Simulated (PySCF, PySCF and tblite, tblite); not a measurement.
# C8H10O: a path driven as rotation about a bond, and NMR exchange, part 1 of 2

Aim: the barrier and rate of rotation about a bond in C8H10O (`COC1C=CC=CC=C1`), and what it does to NMR lines.

Programs: PySCF 2.14.0 with density-fitted response routines of our own, and tblite 0.8.0. All values are computed, except where a source is named. Atoms count from 0 throughout.

## Step 1: The starting structure

19 atoms, charge 0, multiplicity 1; geometry from: force field or distance geometry start.

Bonds of the start (Å): C0–H10 1.09, C0–H11 1.10, C0–H9 1.10, C0–O1 1.41, C2–C3 1.51, C2–C8 1.50, C2–H12 1.11, C3–C4 1.34, C3–H13 1.08, C4–C5 1.43, C4–H14 1.10, C5–C6 1.34, C5–H15 1.10, C6–C7 1.44, C6–H16 1.09, C7–C8 1.34, C7–H17 1.09, C8–H18 1.09, O1–C2 1.45.

## Step 2: GFN2-xTB relaxation, start minimum

The job: settings as JSON, then the geometry in Å.

```
{"job": {"xc": "GFN2-xTB", "basis": "xTB", "kind": "relax"}, "charge": 0, "multiplicity": 1}
C     -3.011600    -0.214800    -0.036000
O     -1.807500    -0.559800    -0.687900
C     -0.635800    -0.151500     0.069500
C     -0.089700     1.060900    -0.654100
C      1.166000     1.522000    -0.624000
C      2.262500     1.003300     0.138700
C      2.450100    -0.258000     0.539000
C      1.591500    -1.383200     0.297900
C      0.261200    -1.351800     0.119600
H     -3.087400     0.870200     0.110600
H     -3.108300    -0.727300     0.925800
H     -3.853400    -0.532700    -0.670900
H     -0.940800     0.125300     1.098900
H     -0.808100     1.603700    -1.245800
H      1.387700     2.427300    -1.207700
H      3.034700     1.735400     0.398500
H      3.359200    -0.494100     1.097800
H      2.074700    -2.365200     0.311000
H     -0.254800    -2.300200     0.011400
```

The run is started by

```sh
$ OMP_NUM_THREADS=1 python ens_run.py task.json out
```

This one command runs the whole study; its stages follow in the order run.

Log:

```text
step      E/eV     max force
  0    -713.15014    0.912
  1    -713.18442    0.577
  2    -713.19546    0.324
  3    -713.20449    0.251
  4    -713.21841    0.263
  5    -713.22669    0.265
  6    -713.23487    0.197
  7    -713.24054    0.200
  8    -713.24672    0.210
  9    -713.25311    0.255
 10    -713.26004    0.226
 11    -713.26630    0.157
 12    -713.27116    0.189
 13    -713.27473    0.162
 14    -713.27699    0.094
 15    -713.27837    0.088
 16    -713.27956    0.085
 17    -713.28095    0.102
 18    -713.28269    0.111
 19    -713.28504    0.136
 20    -713.28841    0.145
 21    -713.29324    0.201
 22    -713.29921    0.222
 23    -713.30541    0.222
 24    -713.31224    0.235
 25    -713.32079    0.208
 26    -713.33085    0.276
 27    -713.34183    0.273
 28    -713.35290    0.268
 29    -713.36430    0.259
 30    -713.37734    0.275
 31    -713.39197    0.264
 32    -713.39879    0.493
 33    -713.40274    0.272
 34    -713.41360    0.173
 35    -713.41740    0.151
 36    -713.42422    0.137
 37    -713.42804    0.149
 38    -713.43299    0.148
 39    -713.43547    0.097
 40    -713.43722    0.099
 41    -713.43869    0.109
 42    -713.44072    0.124
 43    -713.44280    0.112
 44    -713.44496    0.105
 45    -713.44700    0.113
 46    -713.44888    0.101
 47    -713.45033    0.076
 48    -713.45131    0.079
 49    -713.45202    0.069
 50    -713.45266    0.070
 51    -713.45321    0.054
 52    -713.45366    0.046
 53    -713.45408    0.043
 54    -713.45457    0.057
 55    -713.45508    0.051
 56    -713.45550    0.042
 57    -713.45580    0.036
 58    -713.45604    0.036
 59    -713.45630    0.039
 60    -713.45655    0.036
 61    -713.45676    0.037
 62    -713.45696    0.033
 63    -713.45716    0.035
 64    -713.45735    0.028
 65    -713.45755    0.035
 66    -713.45780    0.033
 67    -713.45813    0.042
 68    -713.45853    0.046
 69    -713.45892    0.049
 70    -713.45927    0.043
 71    -713.45960    0.054
 72    -713.45992    0.058
 73    -713.46024    0.044
 74    -713.46052    0.045
 75    -713.46084    0.054
 76    -713.46126    0.053
 77    -713.46180    0.045
 78    -713.46224    0.043
 79    -713.46252    0.036
 80    -713.46270    0.043
 81    -713.46287    0.037
 82    -713.46301    0.019
 83    -713.46306    0.015
 84    -713.46308    0.011
 85    -713.46310    0.007
 86    -713.46311    0.005
 87    -713.46311    0.005
 88    -713.46311    0.004
 89    -713.46312    0.003
 90    -713.46312    0.003
 91    -713.46312    0.002
```

It took 0.49 s on 1 thread of Arm Neoverse V2, shared host.

Relaxing gained 0.313 eV and moved the atoms by 0.51 Å on average (rms).

## Step 3: Relaxed scan, rotation

The job: settings as JSON, then the geometry in Å.

```
{"job": {"xc": "GFN2-xTB", "basis": "xTB", "coordinate": [["t", [3, 2, 1, 0], 0.3333333333333333], ["t", [8, 2, 1, 0], 0.3333333333333333], ["t", [12, 2, 1, 0], 0.3333333333333333]], "kind": "drive"}, "charge": 0, "multiplicity": 1}
C     -2.915389     0.049753     0.148508
O     -1.904558    -0.813518    -0.300484
C     -0.604576    -0.368314     0.012448
C     -0.126143     0.759674    -0.856355
C      0.997178     1.430346    -0.575692
C      1.941379     1.054857     0.437352
C      2.239771    -0.221765     0.767529
C      1.648356    -1.379374     0.160111
C      0.384692    -1.452594    -0.274613
H     -2.834816     1.044886    -0.304773
H     -2.883885     0.160835     1.240370
H     -3.860931    -0.404382    -0.141810
H     -0.543707    -0.071920     1.076338
H     -0.732381     0.999431    -1.717833
H      1.252177     2.303522    -1.162635
H      2.548086     1.851208     0.849809
H      3.074807    -0.401138     1.433079
H      2.299500    -2.233940     0.031109
H      0.010638    -2.298317    -0.829921
```

Log:

```text
point  coordinate     E/eV
  0     32.700     -713.44410
  1     17.700     -713.41388
  2      2.500     -713.39573
  3    -12.700     -713.40871
  4    -27.800     -713.43481
  5    -42.700     -713.45661
  6    -57.300     -713.45195
  7    -72.000     -713.40358
```

Wall time 2 s (1 thread of Arm Neoverse V2, shared host).

The highest point is number 2, 1.1 kcal/mol above the first.

## Step 4: Nudged elastic band, leg 1

Changed since step 3:

```diff
@@ -1,2 +1,2 @@
-{"job": {"xc": "GFN2-xTB", "basis": "xTB", "coordinate": [["t", [3, 2, 1, 0], 0.3333333333333333], ["t", [8, 2, 1, 0], 0.3333333333333333], ["t", [12, 2, 1, 0], 0.3333333333333333]], "kind": "drive"}, "charge": 0, "multiplicity": 1}
+{"job": {"xc": "GFN2-xTB", "basis": "xTB", "kind": "neb"}, "charge": 0, "multiplicity": 1}
 C     -2.915389     0.049753     0.148508
```

Log:

```text
image   E - E0 / eV
  0       0.0000
  1       0.0255
  2       0.0590
  3       0.0701
  4       0.0504
  5       0.0198
  6       0.0000
```

Run time: 1.1 s. Hardware: 1 thread of Arm Neoverse V2, shared host; peak memory 0.2 GiB.

The highest point is number 3, 1.6 kcal/mol above the first.

## Step 5: Saddle search, leg 1

The job: settings as JSON, then the geometry in Å.

```
{"job": {"xc": "GFN2-xTB", "basis": "xTB", "kind": "saddle"}, "charge": 0, "multiplicity": 1}
C     -2.953066    -0.201587     0.316450
O     -1.936173    -0.379225    -0.632936
C     -0.625256    -0.092772    -0.179668
C      0.069125     0.881129    -1.085635
C      1.234871     1.445970    -0.749904
C      2.035110     1.067263     0.379666
C      2.147608    -0.195846     0.846849
C      1.472798    -1.334560     0.291957
C      0.250925    -1.309269    -0.251900
H     -3.135341     0.859882     0.528540
H     -2.721051    -0.714300     1.256911
H     -3.851849    -0.635842    -0.119269
H     -0.636642     0.295047     0.850597
H     -0.428421     1.098588    -2.018529
H      1.644053     2.226649    -1.378558
H      2.696232     1.825166     0.781011
H      2.891440    -0.400417     1.606525
H      2.019976    -2.268280     0.307221
H     -0.174340    -2.167594    -0.749328
```

Log:

```text
step      E/eV     max force
  0    -713.39301   0.0468
  1    -713.39827   0.1221
  2    -713.39624   0.0349
  3    -713.39847   0.0379
  4    -713.39948   0.1050
  5    -713.39910   0.0149
  6    -713.39971   0.0147
  7    -713.40006   0.0411
  8    -713.39995   0.0079
  9    -713.40011   0.0143
 10    -713.40013   0.0024
lowest wavenumbers (cm-1): -85.3 99.4 175.1 252.1 256.3 334.1
```

It took 3.1 s on 1 thread of Arm Neoverse V2, shared host; peak memory 0.2 GiB.

Point group Cs; 1 imaginary mode, 85i cm⁻¹, carried by C0, O1, H10, H9. Steps downhill from it reached both ends.

## Step 6: Shieldings, start: PBE0/pcSseg-1

The job: settings as JSON, then the geometry in Å.

```
{"job": {"kind": "nmr", "xc": "PBE0", "basis": "pcSseg-1", "pop": false}, "charge": 0, "multiplicity": 1}
C     -2.915389     0.049753     0.148508
O     -1.904558    -0.813518    -0.300484
C     -0.604576    -0.368314     0.012448
C     -0.126143     0.759674    -0.856355
C      0.997178     1.430346    -0.575692
C      1.941379     1.054857     0.437352
C      2.239771    -0.221765     0.767529
C      1.648356    -1.379374     0.160111
C      0.384692    -1.452594    -0.274613
H     -2.834816     1.044886    -0.304773
H     -2.883885     0.160835     1.240370
H     -3.860931    -0.404382    -0.141810
H     -0.543707    -0.071920     1.076338
H     -0.732381     0.999431    -1.717833
H      1.252177     2.303522    -1.162635
H      2.548086     1.851208     0.849809
H      3.074807    -0.401138     1.433079
H      2.299500    -2.233940     0.031109
H      0.010638    -2.298317    -0.829921
```

Log:

```text
coarse grid: 15976 points
cycle   1  E = -385.3853572864  dE =  1.448e+00  |g| = 5.776e-01  |ddm| = 4.043e+00
cycle   2  E = -385.3481999584  dE =  3.716e-02  |g| = 7.537e-01  |ddm| = 1.320e+00
cycle   3  E = -385.4550962057  dE = -1.069e-01  |g| = 9.629e-02  |ddm| = 8.344e-01
cycle   4  E = -385.4566759286  dE = -1.580e-03  |g| = 3.750e-02  |ddm| = 1.128e-01
cycle   5  E = -385.4569803368  dE = -3.044e-04  |g| = 1.263e-02  |ddm| = 4.830e-02
cycle   6  E = -385.4570146025  dE = -3.427e-05  |g| = 5.846e-03  |ddm| = 1.705e-02
cycle   7  E = -385.4570235039  dE = -8.901e-06  |g| = 5.983e-04  |ddm| = 5.917e-03
final grid: 154592 points
cycle   8  E = -385.5232188536  dE = -5.508e-05  |g| = 1.193e-02  |ddm| = 4.299e-02
cycle   9  E = -385.5231961364  dE =  2.272e-05  |g| = 1.654e-02  |ddm| = 2.442e-02
cycle  10  E = -385.5232480714  dE = -5.193e-05  |g| = 1.656e-03  |ddm| = 1.564e-02
cycle  11  E = -385.5232486613  dE = -5.899e-07  |g| = 2.917e-04  |ddm| = 1.972e-03
cycle  12  E = -385.5232486770  dE = -1.565e-08  |g| = 1.310e-04  |ddm| = 4.378e-04
cycle  13  E = -385.5232486807  dE = -3.710e-09  |g| = 6.144e-05  |ddm| = 1.659e-04
cycle  14  E = -385.5232486816  dE = -9.627e-10  |g| = 1.016e-05  |ddm| = 6.475e-05
converged SCF energy = -385.5232486816

GIAO shielding tensors (ppm)
atom      isotropic    diamagn.    paramagn.     s11        s22        s33       span
  0 C      128.070     244.336    -116.266     95.360    105.206    183.645     88.286
  1 O      302.872     396.370     -93.498    273.160    281.438    354.017     80.857
  2 C      103.278     246.594    -143.316     85.930     91.705    132.200     46.270
  3 C       56.515     257.920    -201.405    -14.320     35.274    148.590    162.909
  4 C       59.152     255.194    -196.042    -45.746     58.673    164.529    210.274
  5 C       49.929     254.688    -204.759    -62.583     47.018    165.354    227.937
  6 C       49.437     254.296    -204.859    -63.775     46.211    165.876    229.651
  7 C       61.277     254.119    -192.842    -42.553     60.887    165.496    208.049
  8 C       56.996     254.858    -197.862    -15.655     38.460    148.183    163.838
  9 H       27.877      29.972      -2.095     23.300     26.356     33.975     10.675
 10 H       28.457      29.197      -0.741     24.785     25.751     34.834     10.049
 11 H       27.798      27.761       0.037     23.694     25.301     34.400     10.706
 12 H       29.108      33.028      -3.919     24.192     28.901     34.233     10.041
 13 H       26.217      33.138      -6.921     22.726     27.079     28.845      6.119
 14 H       25.251      30.509      -5.258     22.001     25.479     28.275      6.274
 15 H       24.612      29.667      -5.055     21.523     25.355     26.956      5.433
 16 H       24.612      29.270      -4.658     21.501     25.318     27.016      5.515
 17 H       25.313      29.584      -4.271     22.002     25.821     28.117      6.115
 18 H       26.175      32.161      -5.986     21.650     27.666     29.207      7.557
```

It took 27 s on 1 thread of Arm Neoverse V2, shared host; peak memory 1 GiB.

Key values: HOMO -6.68 eV, LUMO -0.88 eV; dipole 1.07 D.

(Continued in part 2 of 2.)
